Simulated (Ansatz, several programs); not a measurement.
Kesterite Li2HgSnTe4, relaxed with PBE in Ansatz (plane waves, PAW): space group I-4 (No. 82), tetragonal; a = 6.517 Å, c = 12.838 Å in the conventional setting, 34.08 Å³ an atom. Li is surrounded by 4 Te at 2.81 Å; Li is surrounded by 4 Te at 2.75 Å; Hg is surrounded by 4 Te at 2.87 Å; Sn is surrounded by 4 Te at 2.80 Å; Te is surrounded by 2 Li at 2.75–2.81 Å and 1 Sn at 2.80 Å and 1 Hg at 2.87 Å. The cell was then scaled with its shape and fractional coordinates held, which makes it stiffer than a relaxed compression. Note: simulated data, non-magnetic, for a generated structure that need not be the stable one.

```csv
V (Å³/atom),E (meV/atom)
32.033,13.52
34.078,0.00
35.100,2.64
36.122,10.24
```

Q: Pass a cubic E = c₀ + c₁u + c₂u² + c₃u³, with u = V − 34.333 Å³, through these points.

A: c₀ = 0.14, c₁ = +1.258, c₂ = 2.725, c₃ = -0.1525 (meV and Å³).

Q: Where is the minimum, and what bulk modulus follows?

A: dE/du = 0 at u = -0.226, so V₀ = 34.11 Å³. B = V₀ d²E/dV² = 34.11 × (2c₂ + 6c₃u) = 34.11 × 5.658 = 193 meV/Å³, and 1 meV/Å³ is 0.16022 GPa: 31 GPa. A third-order Birch-Murnaghan fit to all five points gives 34.10 Å³ and 31 GPa.

Q: Predict the energy and the pressure at the withheld volume, 33.055 Å³.

A: With u = -1.278: E ≈ 3.30 meV and P = −dE/dV ≈ +1.03 GPa. The run gives 3.26 meV and, from its stress, +1.03 GPa.
